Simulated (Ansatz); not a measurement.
# Cl2FH3OSi2: up Jacob's ladder to CCSD(T)

An exercise on one series of results from a longer session: the logs are not shown, and one member is left open.

Method: functionals in def2-TZVPP, the program's frozen cores in correlated methods; program: Ansatz 0.2.0, Gaussian basis.

Plan: PBE-D4, r2SCAN-D4, PBE0-D4, B3LYP-D4, ωB97X-V, ωB97M-V, B2PLYP; CCSD(T)/def2-TZVPP; MP2/def2-QZVPP; extrapolation to the limit.

**The geometry**

The geometry comes from an earlier relaxation with PBE0-D4 in a triple-zeta def2 set; it is a stationary point, not always the lowest conformer.

SMILES `O[Si@H](Cl)[Si@H](F)Cl`, 9 atoms, charge 0, spin multiplicity 1.

Atoms are counted from 1 here; the program's logs count them from 0.

Bond lengths: O1–Si2 1.634 Å, O1–H7 0.959 Å, Si2–Cl3 2.061 Å, Si2–Si4 2.349 Å, Si2–H8 1.477 Å, Si4–F5 1.600 Å, Si4–Cl6 2.046 Å, Si4–H9 1.480 Å. Angles: Si2–O1–H7 118.6°, O1–Si2–Cl3 111.7°, O1–Si2–Si4 111.1°, O1–Si2–H8 106.3°, Cl3–Si2–Si4 105.3°, Cl3–Si2–H8 108.2°, Si4–Si2–H8 114.3°, Si2–Si4–F5 106.8°, Si2–Si4–Cl6 109.7°, Si2–Si4–H9 116.4°, F5–Si4–Cl6 108.0°, F5–Si4–H9 107.7°, Cl6–Si4–H9 107.9°.

Geometry (Å):

```tsv
atom	x (Å)	y (Å)	z (Å)
O1	0.41208	-1.66064	-1.10578
Si2	-0.16858	-0.13516	-1.03028
Cl3	1.03942	1.19202	-2.04428
Si4	-0.21830	0.64205	1.18556
F5	1.15437	0.18404	1.86810
Cl6	-1.75650	-0.25359	2.19490
H7	1.24371	-1.85699	-0.66956
H8	-1.48690	-0.15947	-1.69560
H9	-0.34550	2.10544	1.36584
```

Set-up of the first run:

The input, in.yaml:

```yaml
crystal:
  periodic: [false, false, false]
  atoms:
    - {symbol: O, position_ang: [0.412080, -1.660645, -1.105782]}
    - {symbol: Si, position_ang: [-0.168575, -0.135163, -1.030285]}
    - {symbol: Cl, position_ang: [1.039420, 1.192016, -2.044279]}
    - {symbol: Si, position_ang: [-0.218296, 0.642054, 1.185557]}
    - {symbol: F, position_ang: [1.154365, 0.184045, 1.868104]}
    - {symbol: Cl, position_ang: [-1.756498, -0.253588, 2.194903]}
    - {symbol: H, position_ang: [1.243705, -1.856988, -0.669559]}
    - {symbol: H, position_ang: [-1.486899, -0.159472, -1.695603]}
    - {symbol: H, position_ang: [-0.345502, 2.105442, 1.365843]}
basis:
  gaussian: {orbitals: def2-TZVPP}
hamiltonian: {xc: pbe, dispersion: d4}
output: {forces: true, orbitals: {seedname: orbitals}}
```

Run with:

```
> ansatz run in.yaml --threads 4 --pin off --events-out ev --progress --plain --max-ram 10444MiB
```

Among the steps run: PBE-D4 (GGA); r2SCAN-D4 (meta-GGA); PBE0-D4 (hybrid); B3LYP-D4 (hybrid); ωB97X-V (range-separated); ωB97M-V (range-separated); B2PLYP (double hybrid); CCSD(T) in def2-TZVPP; MP2 in def2-QZVPP.

One table of the session follows, with a row left open; its other results are not shown here.

| method | atomisation energy (kJ/mol) |
| --- | --- |
| PBE-D4 | 3217.9 |
| r2SCAN-D4 | 3206.3 |
| PBE0-D4 | 3160.7 |
| B3LYP-D4 | 3154.8 |
| ωB97X-V | 3211.8 |
| ωB97M-V | 3202.0 |
| B2PLYP | 3133.4 |
| HF/def2-TZVPP | 2338.2 |
| MP2/def2-TZVPP | 3196.4 |
| CCSD/def2-TZVPP | 3039.9 |
| CCSD(T)/def2-TZVPP | 3093.3 |
| MP2/CBS | ? |
| CCSD(T)/CBS | 3208.6 |

Estimate the missing values for MP2/CBS.

**Answer.** atomisation energy (kJ/mol): 3311.7. In the column «atomisation energy (kJ/mol)» it is the highest.
